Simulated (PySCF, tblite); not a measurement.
# C₄H₁₀AsGe radical: geometry, infrared bands and EPR parameters

What infrared bands and EPR parameters should C₄H₁₀AsGe radical (`C[C@H]1C[CH2][Ge]1[AsH2]`) show?

Computed with tblite 0.8.0 and PySCF 2.14.0, with density-fitted response routines of our own, on a single molecule in the gas phase. Atoms count from 0, in the outputs and in this text.

## Step 1: The molecule as given

16 atoms, charge 0, multiplicity 2; geometry from: force field or distance geometry start.

Bonds of the start (Å): C0–C1 1.50, C1–C2 1.49, C2–C3 1.49, C3–Ge4 1.95, Ge4–As5 2.40, Ge4–C1 1.97, C0–H6 1.12, C0–H7 1.11, C0–H8 1.10, C1–H9 1.11, C2–H10 1.11, C2–H11 1.13, C3–H12 1.12, C3–H13 1.11, As5–H14 1.58, As5–H15 1.58.

## Step 2: Relaxing the molecule with GFN2-xTB

Job settings and geometry (Å):

```
{"job": {"kind": "relax", "xc": "GFN2-xTB", "basis": "xTB"}, "charge": 0, "multiplicity": 2}
C      0.070300     1.755200    -0.030200
C     -0.707200     0.563500     0.439000
C     -1.104700    -0.447500    -0.587100
C     -1.155000    -1.474500     0.493700
Ge     0.552200    -0.781500     1.129400
As     2.350800    -0.983500    -0.450300
H      0.152300     2.446100     0.846900
H     -0.467900     2.326200    -0.813000
H      1.078600     1.491900    -0.378700
H     -1.479500     0.816900     1.201800
H     -0.341600    -0.733800    -1.333800
H     -2.113800    -0.266000    -1.054500
H     -1.956200    -1.350400     1.264200
H     -1.130100    -2.521500     0.137700
H      2.548600     0.375100    -1.229600
H      3.695600    -1.207300     0.353000
```

The run is started by

```
OMP_NUM_THREADS=1 python probes_run.py task.json out
```

The driver reads the jobs from task.json and runs them one after another.

**Question.** This job is followed by: GFN2-xTB harmonic vibrations, gas phase; UKS B3LYP, def2-TZVP-core on As Ge, pcH-1 on C H, non-relativistic, mean-field spin-orbit, GIAO. Predict these results of the whole session: strongest single infrared mode (GFN2-xTB); zero-point energy (GFN2-xTB); g(iso) (B3LYP); ⟨S²⟩; largest a(iso) (averaged by class); surface potential, 1st and 99th percentile.

As calculated:

| quantity | value |
| --- | --- |
| strongest single infrared mode (GFN2-xTB) | 1894 cm⁻¹, 698 km/mol |
| zero-point energy (GFN2-xTB) | 76.4 kcal/mol |
| g(iso) (B3LYP) | 2.01557 |
| ⟨S²⟩ | 0.753 (exact 0.75) |
| largest a(iso) (averaged by class) | 73Ge on Ge4, -149.3 MHz |
| surface potential, 1st and 99th percentile | -0.39 V and 0.60 V |

The optimisation took 134 steps and gained 1.759 eV; among the close pairs (by a distance rule), C1–Ge4 changed most, from 1.968 to 2.063 Å. All 42 modes are real, so the xTB geometry is a minimum. The strongest single mode, at 1894 cm⁻¹, moves mainly H14. Unscaled tight-binding wavenumbers are off by several per cent, some by more. Its intensities can rank the bands wrongly. Most of the unpaired spin sits on Ge4 (0.61 e). The isotropic g lies 13.2 ppt above the free-electron value. The hyperfine terms hold no scalar relativity, which the heavier nuclei need.
